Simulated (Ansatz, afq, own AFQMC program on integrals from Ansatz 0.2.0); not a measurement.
# TiSiH₂ (quintet): AFQMC on the coupled-cluster ladder at distance Ti1–Si2 = 3.421 Å, def2-TZVP

How near does AFQMC come to the top of the ladder for TiSiH₂ (quintet)?

The runs use Ansatz 0.2.0, Gaussian basis, and an in-house AFQMC program (afq) on its integrals; all values are calculated; def2-TZVP, frozen cores.

To be run: PBE (unrestricted); r2SCAN (unrestricted); PBE0 (unrestricted); B3LYP (unrestricted); CCSD(T) on UHF; wB97M-V (unrestricted); CCSDT(Q) on UHF; B2PLYP (unrestricted); Phaseless AFQMC, CISD trial on UHF; Phaseless AFQMC, single-determinant trial on UHF.

4 further runs of the same task are left out: 4 that didn't finish.

## 1. The system

The geometry derives from a PBE0/def2-TZVP stationary point (not a proven minimum). One bond is set to the value named and the two fragments are kept rigid.

4 atoms, charge 0, spin multiplicity 5.

Atoms are counted from 1 here; the program's logs count them from 0.

Bond lengths: Ti1–H3 1.742 Å, Ti1–H4 1.742 Å. Angles: H3–Ti1–H4 122.5°.

## 2. PBE (unrestricted)

The input, in.yaml:

```yaml
crystal:
  periodic: [false, false, false]
  atoms:
    - {symbol: Ti, position_ang: [0.000000, 0.000000, 1.210648]}
    - {symbol: Si, position_ang: [0.000000, 0.000000, -2.210352]}
    - {symbol: H, position_ang: [0.000000, 1.527869, 2.048131]}
    - {symbol: H, position_ang: [0.000000, -1.527869, 2.048131]}
basis:
  gaussian: {orbitals: def2-TZVP}
magnetization: {spin_polarized: true, initial_magnetization: 4}
hamiltonian: {xc: {name: PBE}}
output: {orbitals: {seedname: orbitals}}
```

Command:

```sh
ansatz run in.yaml --threads 1 --pin off --events-out ev --progress --plain --max-ram 8192MiB --backend cpu
```

What it wrote:

```text
Functional definition: PBE
  name "PBE"
  cite "Perdew, Burke & Ernzerhof, Phys. Rev. Lett. 77, 3865 (1996) doi:10.1103/PhysRevLett.77.3865"
  parent pbe
  parameter kappa = 0.804
  parameter beta = 0.06672455060314922
  exchange = pbe_x(kappa = kappa, mu = beta*pi^2/3)
  correlation = pbe_c(beta = beta)
753 factors; their error is unknown
mean field evaluation 1: about -30955.1643 eV, gradient 9.3e1 eV
mean field evaluation 2: about -29677.4562 eV, gradient 3.4e2 eV
mean field evaluation 4: about -30990.3672 eV, gradient 3.4e1 eV
mean field evaluation 8: about -30990.3668 eV, gradient 3.4e1 eV
mean field evaluation 16: about -31009.3947 eV, gradient 2.8e0 eV
mean field evaluation 32: about -31009.5503 eV, gradient 1.1e-5 eV
mean field evaluation 64: about -31008.5343 eV, gradient 6.3e-1 eV
mean field evaluation 96: about -31009.2847 eV, gradient 6.2e-1 eV
mean field evaluation 128: about -31005.9835 eV, gradient 1.9e1 eV
mean field evaluation 160: about -31009.3394 eV, gradient 3.0e0 eV
mean field evaluation 192: about -31008.0437 eV, gradient 3.2e0 eV
mean field evaluation 224: about -31009.4329 eV, gradient 1.6e-1 eV
mean field -31009.55031015 eV, -1139.5799548698 hartree, gradient 8.6e-6 eV, S^2 6.015640; 13 other end points of the search recorded, 0 dependent functions left out
reference -31009.55036178 eV, -1139.5799567674 hartree; 21, 17 occupied and 73, 77 virtual orbitals, 753 factors
Total energy: -31009.55036178 eV, -1139.5799567674 hartree
```

It took 30 s on 1 thread of AMD EPYC 7R13 (Zen 3), shared host; peak memory 1.8 GiB.

From the report: ⟨S²⟩ of the determinant 6.016 (pure quintet: 6.00).

## 3. r2SCAN (unrestricted)

in.yaml, as its differences from that of step 2:

```diff
@@ -10,3 +10,2 @@
 magnetization: {spin_polarized: true, initial_magnetization: 4}
-hamiltonian: {xc: {name: PBE}}
-output: {orbitals: {seedname: orbitals}}
+hamiltonian: {xc: {name: r2SCAN}}
```

Same command.

What it wrote (excerpt; [...] marks lines left out):

```text
Functional definition: r2SCAN
  name "r2SCAN"
  cite "Furness, Kaplan, Ning, Perdew & Sun, J. Phys. Chem. Lett. 11, 8208 (2020) doi:10.1021/acs.jpclett.0c02405"
  cite "Furness, Kaplan, Ning, Perdew & Sun, J. Phys. Chem. Lett. 11, 9248 (2020) doi:10.1021/acs.jpclett.0c03077"
  parent r2scan
[...]
753 factors; their error is unknown
[...]
mean field -31018.01091396 eV, -1139.8908763251 hartree, gradient 5.1e-6 eV, S^2 6.030500; 12 other end points of the search recorded, 0 dependent functions left out
reference -31018.01093325 eV, -1139.8908770340 hartree; 21, 17 occupied and 73, 77 virtual orbitals, 753 factors
Total energy: -31018.01093325 eV, -1139.8908770340 hartree
```

Wall time 67 s (1 thread of AMD EPYC 7R13 (Zen 3), shared host); peak memory 1.8 GiB.

From the report: ⟨S²⟩ of the determinant 6.031 (pure quintet: 6.00).

## 4. PBE0 (unrestricted)

in.yaml, as its differences from that of step 3:

```diff
@@ -10,2 +10,3 @@
 magnetization: {spin_polarized: true, initial_magnetization: 4}
-hamiltonian: {xc: {name: r2SCAN}}
+hamiltonian: {xc: {name: PBE0}}
+output: {orbitals: {seedname: orbitals}}
```

Launched as before.

What it wrote (excerpt; [...] marks lines left out):

```text
Functional definition: PBE0
  name "PBE0"
  cite "Adamo & Barone, J. Chem. Phys. 110, 6158 (1999) doi:10.1063/1.478522"
  cite "Perdew, Burke & Ernzerhof, Phys. Rev. Lett. 77, 3865 (1996) doi:10.1103/PhysRevLett.77.3865"
  parent pbe
[...]
822 factors; their error is unknown
[...]
mean field -31010.57923859 eV, -1139.6177672928 hartree, gradient 2.8e-6 eV, S^2 6.027569; 6 other end points of the search recorded, 0 dependent functions left out
reference -31010.57927498 eV, -1139.6177686300 hartree; 21, 17 occupied and 73, 77 virtual orbitals, 822 factors
Total energy: -31010.57927498 eV, -1139.6177686300 hartree
```

It took 23 s on 1 thread of AMD EPYC 7R13 (Zen 3), shared host; peak memory 1.8 GiB.

From the report: ⟨S²⟩ of the determinant 6.028 (pure quintet: 6.00).

## 5. B3LYP (unrestricted)

in.yaml, as its differences from that of step 4:

```diff
@@ -10,3 +10,2 @@
 magnetization: {spin_polarized: true, initial_magnetization: 4}
-hamiltonian: {xc: {name: PBE0}}
-output: {orbitals: {seedname: orbitals}}
+hamiltonian: {xc: {name: B3LYP}}
```

Same command.

What it wrote (excerpt; [...] marks lines left out):

```text
Functional definition: B3LYP
  name "B3LYP"
  cite "Stephens, Devlin, Chabalowski & Frisch, J. Phys. Chem. 98, 11623 (1994) doi:10.1021/j100096a001"
  cite "Becke, Phys. Rev. A 38, 3098 (1988) doi:10.1103/PhysRevA.38.3098"
  cite "Lee, Yang & Parr, Phys. Rev. B 37, 785 (1988) doi:10.1103/PhysRevB.37.785"
  cite "Vosko, Wilk & Nusair, Can. J. Phys. 58, 1200 (1980) doi:10.1139/p80-159"
[...]
812 factors; their error is unknown
[...]
mean field -31020.66822315 eV, -1139.9885306365 hartree, gradient 6.1e-6 eV, S^2 6.021110; 10 other end points of the search recorded, 0 dependent functions left out
reference -31020.66847249 eV, -1139.9885397997 hartree; 21, 17 occupied and 73, 77 virtual orbitals, 812 factors
Total energy: -31020.66847249 eV, -1139.9885397997 hartree
```

It took 43 s on 1 thread of AMD EPYC 7R13 (Zen 3), shared host; peak memory 1.8 GiB.

From the report: ⟨S²⟩ of the determinant 6.021 (pure quintet: 6.00).

## 6. CCSD(T) on UHF

in.yaml, as its differences from that of step 5:

```diff
@@ -10,2 +10,2 @@
 magnetization: {spin_polarized: true, initial_magnetization: 4}
-hamiltonian: {xc: {name: B3LYP}}
+correlation: {method: ccsd_t, electrons: outside_noble_gas, hamiltonian_folder: ham}
```

Command:

```sh
ansatz run in.yaml --threads 1 --pin off --events-out ev --progress --plain --max-ram 24576MiB --backend cuda --devices 0, --max-vram 18GiB
```

What it wrote (excerpt; [...] marks lines left out):

```text
Functional definition: HF
  name "HF"
  cite "Fock, Z. Phys. 61, 126 (1930) doi:10.1007/BF01340294"
  parent pbe
[...]
716 factors; integrals over basis functions are off by at most 8.0e-4 eV
[...]
mean field -30976.74028842 eV, -1138.3742088106 hartree, gradient 1.8e-6 eV, S^2 6.030106; 64 other end points of the search recorded, 0 dependent functions left out
determinant -30976.74028842 eV, -1138.3742088106 hartree, with singles and doubles -30981.37378626 eV, -1138.5444867155 hartree
determinant -30976.72261540 eV, -1138.3735593393 hartree, with singles and doubles -30981.30111762 eV, -1138.5418161925 hartree
determinant -30976.70274907 eV, -1138.3728292651 hartree, with singles and doubles -30981.18710108 eV, -1138.5376261619 hartree
determinant -30976.68431107 eV, -1138.3721516809 hartree, with singles and doubles -30981.34251847 eV, -1138.5433376456 hartree
[...]
determinant -30976.32807443 eV, -1138.3590602261 hartree, with singles and doubles -30981.40351855 eV, -1138.5455793570 hartree
determinant -30976.32693956 eV, -1138.3590185203 hartree, with singles and doubles -30981.40262335 eV, -1138.5455464592 hartree
determinant -30976.30586218 eV, -1138.3582439409 hartree, with singles and doubles -30981.28628882 eV, -1138.5412712440 hartree
determinant -30975.91598873 eV, -1138.3439163557 hartree, with singles and doubles -30981.45389165 eV, -1138.5474305344 hartree
14 core orbitals not correlated: weight in the atoms' cores, before any rotation towards them, 0.999 or more for the frozen orbitals, at most 0.000 for the correlated occupied ones
reference -30976.63449661 eV, -1138.3703210335 hartree; 7, 3 occupied and 73, 77 virtual orbitals, 716 factors
second order -3.76583911 eV of doubles, -0.00000000 eV of singles
cycle   1  -5.00253439 eV  change   -5.5e-6 eV  update   4.7e-6
perturbative correction -0.26175280 eV, -0.0096192381 hartree
Total energy: -30981.89878381 eV, -1138.5637800197 hartree
```

It took 2.8 min on 1 × NVIDIA H100 80GB HBM3 with 1 thread of AMD EPYC 7R13 (Zen 3), shared host; peak host memory 1.8 GiB.

From the report: ⟨S²⟩ of the determinant 6.055 (pure quintet: 6.00); correlation -5.2643 eV; T1 0.064; largest double amplitude 0.09.

This run also writes the integrals to the folder ham.

## 7. wB97M-V (unrestricted)

in.yaml, as its differences from that of step 6:

```diff
@@ -10,2 +10,3 @@
 magnetization: {spin_polarized: true, initial_magnetization: 4}
-correlation: {method: ccsd_t, electrons: outside_noble_gas, hamiltonian_folder: ham}
+hamiltonian: {xc: {name: wB97M-V}}
+output: {orbitals: {seedname: orbitals}}
```

Command:

```sh
ansatz run in.yaml --threads 1 --pin off --events-out ev --progress --plain --max-ram 8192MiB --backend cpu
```

What it wrote (excerpt; [...] marks lines left out):

```text
Functional definition: wB97M-V
  name "wB97M-V"
  cite "Mardirossian & Head-Gordon, J. Chem. Phys. 144, 214110 (2016) doi:10.1063/1.4952647"
  cite "Becke, J. Chem. Phys. 107, 8554 (1997) doi:10.1063/1.475007"
  cite "Vydrov & Van Voorhis, J. Chem. Phys. 133, 244103 (2010) doi:10.1063/1.3521275"
  # Of w^i u^j: cxij and so on, Table III.
[...]
  gx(w, u) = 1 - cx + cx01*u + cx10*w
  gss(w, u) = css00 + css04*u^4 + css10*w + css20*w^2 + css43*w^4*u^3
  gos(w, u) = cos00 + cos10*w + (cos20 + cos21*u)*w^2 + (cos60 + cos61*u)*w^6
[...]
      + integral(e_c_pw_mod_opposite_spin*gos(b97_w_opposite, b97_u_opposite)) + vv10(b, c)
791 factors; their error is unknown
184 factors; integrals over basis functions are off by at most 1.2e-4 eV
[...]
mean field -31016.83705217 eV, -1139.8477377002 hartree, gradient 6.0e-6 eV, S^2 6.022256; 5 other end points of the search recorded, 0 dependent functions left out
reference -31016.83710409 eV, -1139.8477396078 hartree; 21, 17 occupied and 73, 77 virtual orbitals, 791 factors
Total energy: -31016.83710409 eV, -1139.8477396078 hartree
```

It took 2.5 min on 1 thread of AMD EPYC 7R13 (Zen 3), shared host; peak memory 1.8 GiB.

From the report: ⟨S²⟩ of the determinant 6.022 (pure quintet: 6.00).

## 8. CCSDT(Q) on UHF

in.yaml, as its differences from that of step 7:

```diff
@@ -10,3 +10,2 @@
 magnetization: {spin_polarized: true, initial_magnetization: 4}
-hamiltonian: {xc: {name: wB97M-V}}
-output: {orbitals: {seedname: orbitals}}
+correlation: {method: ccsdt_q, electrons: outside_noble_gas}
```

Command:

```sh
ansatz run in.yaml --threads 1 --pin off --events-out ev --progress --plain --max-ram 24576MiB --backend cuda --devices 0, --max-vram 18GiB
```

What it wrote (excerpt; [...] marks lines left out):

```text
Functional definition: HF
  name "HF"
  cite "Fock, Z. Phys. 61, 126 (1930) doi:10.1007/BF01340294"
  parent pbe
[...]
1315 factors; integrals over basis functions are off by at most 2.2e-7 eV
[...]
mean field -30976.74031155 eV, -1138.3742096608 hartree, gradient 2.1e-6 eV, S^2 6.030106; 64 other end points of the search recorded, 0 dependent functions left out
determinant -30976.74031155 eV, -1138.3742096608 hartree, with singles and doubles -30981.37382093 eV, -1138.5444879899 hartree
determinant -30976.72263908 eV, -1138.3735602093 hartree, with singles and doubles -30981.30115297 eV, -1138.5418174913 hartree
determinant -30976.70277017 eV, -1138.3728300404 hartree, with singles and doubles -30981.18713378 eV, -1138.5376273636 hartree
determinant -30976.68433686 eV, -1138.3721526287 hartree, with singles and doubles -30981.34255544 eV, -1138.5433390041 hartree
[...]
determinant -30976.32696422 eV, -1138.3590194266 hartree, with singles and doubles -30981.40264572 eV, -1138.5455472812 hartree
determinant -30976.30588940 eV, -1138.3582449414 hartree, with singles and doubles -30981.28629863 eV, -1138.5412716046 hartree
determinant -30975.91601604 eV, -1138.3439173593 hartree, with singles and doubles -30981.45391012 eV, -1138.5474312133 hartree
14 core orbitals not correlated: weight in the atoms' cores, before any rotation towards them, 0.999 or more for the frozen orbitals, at most 0.000 for the correlated occupied ones
reference -30976.63451845 eV, -1138.3703218360 hartree; 7, 3 occupied and 73, 77 virtual orbitals, 1315 factors
second order -3.76585789 eV of doubles, -0.00000000 eV of singles
cycle   1  -4.47024053 eV  change   -7.0e-1 eV  update   1.0e-1
[...]
cycle  42  -5.41022008 eV  change    2.8e-7 eV  update   4.8e-7
perturbative correction -0.04547860 eV, -0.0016713079 hartree
Total energy: -30982.09021714 eV, -1138.5708150648 hartree
```

Run time: 3.3 min. Hardware: 1 × NVIDIA H100 80GB HBM3 with 1 thread of AMD EPYC 7R13 (Zen 3), shared host; peak host memory 1.8 GiB.

From the report: ⟨S²⟩ of the determinant 6.055 (pure quintet: 6.00); correlation -5.4557 eV; T1 0.095; largest double amplitude 0.15.

## 9. B2PLYP (unrestricted)

in.yaml, as its differences from that of step 8:

```diff
@@ -10,2 +10,3 @@
 magnetization: {spin_polarized: true, initial_magnetization: 4}
-correlation: {method: ccsdt_q, electrons: outside_noble_gas}
+hamiltonian: {xc: {name: B2PLYP}}
+correlation: {electrons: outside_noble_gas}
```

Command:

```sh
ansatz run in.yaml --threads 1 --pin off --events-out ev --progress --plain --max-ram 8192MiB --backend cpu
```

What it wrote (excerpt; [...] marks lines left out):

```text
Functional definition: B2PLYP
  name "B2PLYP"
  cite "Grimme, J. Chem. Phys. 124, 034108 (2006) doi:10.1063/1.2148954"
  cite "Becke, Phys. Rev. A 38, 3098 (1988) doi:10.1103/PhysRevA.38.3098"
  cite "Lee, Yang & Parr, Phys. Rev. B 37, 785 (1988) doi:10.1103/PhysRevB.37.785"
[...]
716 factors; integrals over basis functions are off by at most 8.0e-4 eV
[...]
mean field -31007.46136273 eV, -1139.5031874681 hartree, gradient 7.2e-9 eV, S^2 6.036136; 12 other end points of the search recorded, 0 dependent functions left out
14 core orbitals not correlated: weight in the atoms' cores, before any rotation towards them, 0.999 or more for the frozen orbitals, at most 0.000 for the correlated occupied ones
reference -31007.46151938 eV, -1139.5031932248 hartree; 7, 3 occupied and 73, 77 virtual orbitals, 716 factors
second order -5.45835766 eV of doubles, -0.00000000 eV of singles
Total energy: -31008.93527594 eV, -1139.5573527797 hartree
```

Run time: 1.8 min. Hardware: 1 thread of AMD EPYC 7R13 (Zen 3), shared host; peak memory 1.8 GiB.

From the report: ⟨S²⟩ of the determinant 6.036 (pure quintet: 6.00).

## 10. Phaseless AFQMC, CISD trial on UHF

It reads the integrals that the CCSD(T) run on this determinant wrote.

Command:

```sh
afq ham --method phaseless --trial cisd --walkers 2100 --populations 20 --least-time 60 --time-step 0.005 --steps-per-block 50 --equilibration-blocks 40 --max-blocks 4000 --target-error 0.00038 --factor-cut 1e-05 --start spin_pure --seed 7619 --release-times 0.24,0.51,0.99,1.62,2.4 --release-step 0.03 --release-every 3 --taylor-order 6
```

What it wrote:

```text
orbitals 80  electrons 7 3  factors 615 of 716
reference energy -1138.37032103 Eh
CCSD correlation -0.18383959 Eh in 22 cycles, weight of the determinant in the CISD state 0.7802
energy of the start -1138.552828 Eh
 block  time / (1/Eh)  mean weight  energy / Eh
     1     0.250  0.9997  -1138.551127
     2     0.500  0.9999  -1138.552109
     3     0.750  0.9999  -1138.553743
     4     1.000  1.0001  -1138.554961
     5     1.250  0.9996  -1138.556211
     6     1.500  0.9999  -1138.557306
     7     1.750  0.9995  -1138.558324
     8     2.000  0.9997  -1138.559407
     9     2.250  1.0000  -1138.559640
    10     2.500  1.0002  -1138.560462
    13     3.250  0.9997  -1138.562158
    17     4.250  0.9997  -1138.563808
    21     5.250  1.0004  -1138.564112
    25     6.250  0.9998  -1138.565029
    29     7.250  0.9999  -1138.563795
    33     8.250  1.0002  -1138.563429
    37     9.250  1.0001  -1138.563319
    41    10.250  1.0002  -1138.564042
    45    11.250  1.0001  -1138.564054
    49    12.250  1.0001  -1138.564171
    53    13.250  1.0000  -1138.564996
    57    14.250  0.9994  -1138.565520
    61    15.250  1.0001  -1138.564050
    65    16.250  0.9997  -1138.566691
    69    17.250  0.9999  -1138.565179
    73    18.250  0.9988  -1138.564157
    77    19.250  0.9996  -1138.564480
    81    20.250  0.9999  -1138.564916
    85    21.250  1.0001  -1138.566238
    89    22.250  0.9994  -1138.563930
    93    23.250  0.9997  -1138.566029
    97    24.250  1.0000  -1138.565506
   101    25.250  0.9996  -1138.564906
   105    26.250  1.0006  -1138.564798
   109    27.250  0.9997  -1138.562490
   113    28.250  0.9998  -1138.562646
   117    29.250  1.0000  -1138.561986
   121    30.250  0.9994  -1138.559641
   125    31.250  0.9996  -1138.563686
   129    32.250  1.0004  -1138.564107
   133    33.250  1.0005  -1138.564734
   137    34.250  0.9999  -1138.562920
   141    35.250  0.9987  -1138.564738
   145    36.250  1.0000  -1138.563593
   149    37.250  1.0003  -1138.564704
   153    38.250  1.0001  -1138.563182
   157    39.250  0.9990  -1138.567148
error from the spread of 20 populations
released: time / (1/Eh)  energy / Eh  error  mean overlap
  0.24  -1138.565178  0.000257  0.9995
  0.51  -1138.566361  0.000541  0.9967
  0.99  -1138.566846  0.000300  0.9947
  1.62  -1138.569356  0.001265  0.9977
  2.40  -1138.567703  0.000831  1.0059
energy -1138.564293 +/- 0.000235 Eh
```

It took 4 min on 1 × NVIDIA H100 80GB HBM3 with 2 threads of AMD EPYC 7R13 (Zen 3), shared host; peak host memory 1.8 GiB.

Energy -30981.9128 ± 0.0064 eV. Caveats: constraint bias not in the error.

## 11. Phaseless AFQMC, single-determinant trial on UHF

It reads the integrals that the CCSD(T) run on this determinant wrote.

Command:

```sh
afq ham --method phaseless --trial hf --walkers 2100 --populations 20 --least-time 40 --time-step 0.005 --steps-per-block 20 --equilibration-blocks 160 --max-blocks 4000 --target-error 0.0019000000000000002 --factor-cut 1e-05 --start spin_pure --seed 6105 --taylor-order 6
```

What it wrote:

```text
orbitals 80  electrons 7 3  factors 615 of 716
reference energy -1138.37032103 Eh
CCSD correlation -0.18383959 Eh in 22 cycles, weight of the determinant in the CISD state 0.7802
energy of the start -1138.371074 Eh
 block  time / (1/Eh)  mean weight  energy / Eh
     1     0.100  1.0004  -1138.399171
     2     0.200  1.0007  -1138.421249
     3     0.300  1.0010  -1138.438305
     4     0.400  1.0006  -1138.453401
     5     0.500  1.0006  -1138.465991
     6     0.600  1.0003  -1138.475690
     7     0.700  1.0006  -1138.483300
     8     0.800  1.0005  -1138.490896
     9     0.900  1.0006  -1138.497658
    10     1.000  1.0003  -1138.502298
    13     1.300  1.0003  -1138.514166
    19     1.900  1.0000  -1138.531898
    25     2.500  0.9999  -1138.539352
    31     3.100  1.0001  -1138.546032
    37     3.700  0.9995  -1138.548997
    43     4.300  0.9998  -1138.550070
    49     4.900  1.0001  -1138.557091
    55     5.500  1.0001  -1138.558533
    61     6.100  0.9997  -1138.555477
    67     6.700  1.0002  -1138.557449
    73     7.300  0.9998  -1138.559275
    79     7.900  1.0004  -1138.557946
    85     8.500  0.9998  -1138.555030
    91     9.100  1.0003  -1138.566187
    97     9.700  1.0000  -1138.557910
   103    10.300  1.0000  -1138.558483
   109    10.900  1.0004  -1138.560459
   115    11.500  1.0005  -1138.558282
   121    12.100  0.9994  -1138.555085
   127    12.700  0.9995  -1138.553286
   133    13.300  1.0002  -1138.555779
   139    13.900  0.9998  -1138.556586
   145    14.500  1.0004  -1138.554988
   151    15.100  1.0003  -1138.558674
   157    15.700  1.0005  -1138.557072
   163    16.300  1.0004  -1138.560257
   169    16.900  1.0004  -1138.555676
   175    17.500  0.9998  -1138.554787
   181    18.100  1.0000  -1138.557073
   187    18.700  1.0000  -1138.552886
   193    19.300  1.0001  -1138.560088
   199    19.900  0.9993  -1138.553175
   205    20.500  0.9998  -1138.551901
   211    21.100  0.9999  -1138.552687
   217    21.700  1.0004  -1138.557611
   223    22.300  0.9995  -1138.555058
   229    22.900  1.0000  -1138.553412
   235    23.500  1.0005  -1138.552729
error from the spread of 20 populations
energy -1138.555755 +/- 0.001243 Eh
```

Run time: 58 s. Hardware: 1 × NVIDIA H100 80GB HBM3 with 2 threads of AMD EPYC 7R13 (Zen 3), shared host; peak host memory 1.8 GiB.

Energy -30981.6804 ± 0.0338 eV. Caveats: constraint bias not in the error.

## 12. All levels side by side

On the UHF determinant, counted from CCSDT(Q) (a yardstick, not exact):

| level | energy (eV) | from CCSDT(Q) (kcal/mol) | statistical error (kcal/mol) | time |
| --- | --- | --- | --- | --- |
| HF | -30976.6345 | +125.81 |  |  |
| MP2 | -30980.4003 | +38.97 |  |  |
| CCSD | -30981.6370 | +10.45 |  |  |
| CCSD(T) | -30981.8988 | +4.41 |  |  |
| CCSDT(Q) | -30982.0902 | 0.00 |  |  |
| Phaseless AFQMC, CISD trial, step 0.005, 2100 walkers | -30981.9128 | +4.09 | 0.15 | 4 min |
| Phaseless AFQMC, single-determinant trial, step 0.005, 2100 walkers | -30981.6804 | +9.45 | 0.78 | 58 s |

The functionals' totals stand on their own zeros and serve differences with other points: PBE -31009.550 eV; r2SCAN -31018.011 eV; PBE0 -31010.579 eV; B3LYP -31020.668 eV; wB97M-V -31016.837 eV; B2PLYP -31008.935 eV.

## 13. What came out

| quantity | value |
| --- | --- |
| CCSD(T) on UHF from CCSDT(Q) | +4.41 kcal/mol |
| Phaseless AFQMC, CISD trial on UHF from CCSDT(Q) | +4.09 ± 0.15 kcal/mol |
| Phaseless AFQMC, single-determinant trial on UHF from CCSDT(Q) | +9.45 ± 0.78 kcal/mol |

In words: On UHF the phaseless walk with the CISD trial lies +4.09 kcal/mol from CCSDT(Q), 28 times its error bar. A single-determinant trial moves the result by +5.36 kcal/mol. Error bars are statistical and leave out the constraint, the time step and what remains of the start.
